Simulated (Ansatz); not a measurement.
# BClGaH2 radical: single points off equilibrium

One table from this session's results is given with a row withheld; the runs are named, their logs left out.

Program: Ansatz 0.2.0, Gaussian basis. Level of theory: single points in def2-TZVPP. These are calculated values, not measurements.

Correlated methods freeze the cores. Filled d shells of the heavier atoms are correlated. Orbitals are unrestricted.

## Starting geometry

5 atoms, charge 0, spin multiplicity 2.

Atoms are counted from 1 here; the program's logs count them from 0.

Bond lengths: Cl1–B2 1.792 Å, Cl1–Ga3 2.460 Å, B2–Ga3 2.058 Å, Ga3–H4 1.605 Å, Ga3–H5 1.480 Å. Angles: B2–Cl1–Ga3 55.2°, Cl1–B2–Ga3 79.1°, Cl1–Ga3–B2 45.7°, Cl1–Ga3–H4 97.7°, Cl1–Ga3–H5 99.8°, B2–Ga3–H4 119.7°, B2–Ga3–H5 121.2°, H4–Ga3–H5 109.2°.

As a file:

| atom | x (Å) | y (Å) | z (Å) |
| --- | --- | --- | --- |
| Cl1 | -0.8755 | -0.5734 | 1.4291 |
| B2 | 0.8291 | -0.9881 | 1.0624 |
| Ga3 | 0.3679 | 0.2174 | -0.5408 |
| H4 | -0.6496 | -0.3103 | -1.6644 |
| H5 | 0.1968 | 1.6781 | -0.3763 |

Set-up of the first run:

run/in.yaml

```yaml
crystal:
  periodic: [false, false, false]
  atoms:
    - {symbol: Cl, position_ang: [-0.875500, -0.573400, 1.429100]}
    - {symbol: B, position_ang: [0.829100, -0.988100, 1.062400]}
    - {symbol: Ga, position_ang: [0.367900, 0.217400, -0.540800]}
    - {symbol: H, position_ang: [-0.649600, -0.310300, -1.664400]}
    - {symbol: H, position_ang: [0.196800, 1.678100, -0.376300]}
basis:
  gaussian: {orbitals: def2-TZVPP}
magnetization: {spin_polarized: true, initial_magnetization: 1}
correlation: {method: ccsd_t}
scf: {omitted_lower_state_checks: [cluster_reference]}
output: {forces: true}
```

No record of the launch command was kept for these runs.

Among the steps run: CCSD(T)/def2-TZVPP; PBE0-D4/def2-TZVPP; wB97M-V/def2-TZVPP; r2SCAN-D4/def2-TZVPP; PBE-D4/def2-TZVPP; SPW92/def2-TZVPP; BHLYP-D4/def2-TZVPP.

One of the session's tables, all rows but one given; the rest of the session is left out.

| method | RMS force component (eV/Å) | angle to CCSD(T) forces (°) | dipole (D) |
| --- | --- | --- | --- |
| CCSD(T) | 0.718 | reference | 0.52 |
| PBE0-D4 | 0.702 | 9.5 | 0.48 |
| wB97M-V | 0.709 | 6.4 | 0.47 |
| r2SCAN-D4 | 0.681 | 9.2 | 0.52 |
| PBE-D4 | 0.713 | 10.9 | 0.40 |
| SPW92 | 0.636 | 22.4 | 0.36 |
| BHLYP-D4 | ? | ? | ? |

Estimate the missing values for BHLYP-D4.

As computed: RMS force component (eV/Å): 0.742; angle to CCSD(T) forces (°): 7.3; dipole (D): 0.67. In the column «RMS force component (eV/Å)» it is the highest.
